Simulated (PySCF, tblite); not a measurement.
# C₅H₅FO₂: infrared bands and NMR shifts

Wanted: the infrared bands and NMR shifts of C₅H₅FO₂ (`O=C(O)/C=C1\C[C@@H]1F`), by calculation.

Computed with tblite 0.8.0 and PySCF 2.14.0, with density-fitted response routines of our own, on a single molecule in the gas phase. Atoms are numbered from 0 throughout.

## (1) The starting structure

13 atoms, charge 0, multiplicity 1; geometry from: GFN2-xTB.

Bonds of the start (Å): O0–C1 1.20, C1–O2 1.34, C1–C3 1.48, C3–C4 1.32, C4–C5 1.46, C5–C6 1.51, C6–F7 1.37, C6–C4 1.47, O2–H8 0.97, C3–H9 1.08, C5–H10 1.08, C5–H11 1.08, C6–H12 1.08.

## (2) Harmonic vibrations with GFN2-xTB

Job settings and geometry (Å):

```
{"job": {"kind": "ir", "xc": "GFN2-xTB", "basis": "xTB"}, "charge": 0, "multiplicity": 1}
O      2.874979    -1.310202     0.221288
C      1.906683    -0.595052     0.193278
O      1.971499     0.716743     0.467228
C      0.544734    -1.054346    -0.144271
C     -0.492700    -0.243954    -0.188877
C     -1.057977     1.090113     0.023368
C     -1.932629    -0.066185    -0.397531
F     -2.802173    -0.591565     0.514521
H      2.884523     0.961113     0.685510
H      0.457129    -2.109326    -0.361207
H     -1.128160     1.433288     1.046015
H     -0.861001     1.878152    -0.688014
H     -2.369295    -0.108295    -1.389037
```

**Question.** This job is followed by: GIAO PBE0/pcSseg-1 NMR shielding, non-relativistic, gas phase. What will the session give for the following? strongest single infrared mode (GFN2-xTB); zero-point energy (GFN2-xTB); ¹³C shifts against TMS (PBE0/pcSseg-1); ¹H shifts against TMS (PBE0/pcSseg-1); ¹⁷O shifts against H2O (PBE0/pcSseg-1); ¹⁹F shifts against CFCl3 (PBE0/pcSseg-1).

As calculated:

```
                                 quantity                                value
strongest single infrared mode (GFN2-xTB)                1766 cm⁻¹, 586 km/mol
             zero-point energy (GFN2-xTB)                        56.4 kcal/mol
   ¹³C shifts against TMS (PBE0/pcSseg-1)  169.6, 152.9, 123.6, 70.0, 18.5 ppm
    ¹H shifts against TMS (PBE0/pcSseg-1)     6.87, 6.08, 5.17, 2.01, 1.80 ppm
   ¹⁷O shifts against H2O (PBE0/pcSseg-1)                     447.4, 201.9 ppm
 ¹⁹F shifts against CFCl3 (PBE0/pcSseg-1)                           -230.3 ppm
```

In words: No mode is imaginary among the 33: a minimum at this level. The strongest single mode, at 1766 cm⁻¹, moves mainly C1 and O0. Unscaled tight-binding wavenumbers are off by several per cent, some by more. Its intensities can rank the bands wrongly. H9 (hydrogen on an α carbon of a C=C–C=O unit) lies farthest downfield among hydrogen, at 6.87 ppm; attached to an sp2 carbon and in the plane of the double bond. At PBE0/pcSseg-1: Shielding is most anisotropic at O0 (span 593 ppm, paramagnetic term -511 ppm).
